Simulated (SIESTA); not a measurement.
Crystal: GeSbTe3.

```
Te Sb Ge
1.0
     2.10348    1.21444    9.87146
    -2.10348    1.21444    9.87146
     0.00000   -2.42889    9.87146
Te Sb Ge
3 1 1
Direct
  0.21354 0.21354 0.21354
  0.79258 0.79258 0.79258
  0.99836 0.99836 0.99836
  0.39770 0.39770 0.39770
  0.59782 0.59782 0.59782
```

The cell comes from a database or a generator and needn't be the stable form of this composition.

| Property | Result |
| --- | --- |
| Program | SIESTA 5.4.2 |
| Task | single point |
| Functional | PBE |
| Potentials or basis | PseudoDojo 0.4 standard (PBE files) |
| Basis | DZP (energy shift 0.003 Ry; two zetas on semicore shells) |
| Grid cutoff | 800 Ry |
| Energy shift | 0.003 Ry |
| k mesh | 7 × 7 × 7 |
| Occupations | fermi-dirac, width 0.05 eV |
| Spin | no spin polarisation |

On this cell: pressure 1.2 GPa; largest force 0.256 eV/Å; band gap on the k mesh none (metal or under the smearing width).

The same run follows on a disturbed copy (atoms moved at random, drawn with an rms of 0.05 Å):

```
Te Sb Ge
1.0
     2.10348    1.21444    9.87146
    -2.10348    1.21444    9.87146
     0.00000   -2.42889    9.87146
Te Sb Ge
3 1 1
Direct
  0.22503 0.20926 0.20697
  0.79513 0.78005 0.80089
  0.99767 0.99787 0.99711
  0.40045 0.39725 0.40130
  0.60142 0.60729 0.58521
```

Task: What changes?

Result: The energy (extrapolated to zero smearing) moves by +7.8 meV/atom; pressure 1.4 GPa; largest force 0.763 eV/Å; band gap on the k mesh none (metal or under the smearing width).

Forces in eV/Å, atoms in the order of the input:
```
Te  -0.146  0.011 -0.233
Te  -0.078  0.110  0.557
Te   0.061 -0.016  0.120
Sb   0.036 -0.047 -0.761
Ge   0.127 -0.059  0.316
```

Stress tensor (GPa, compression positive):
```
 1.33 -0.01  0.05
-0.01  1.55  0.17
 0.05  0.17  1.37
```

Caveats: the basis of atomic orbitals isn't converged, which shifts pressures, moduli and gaps.
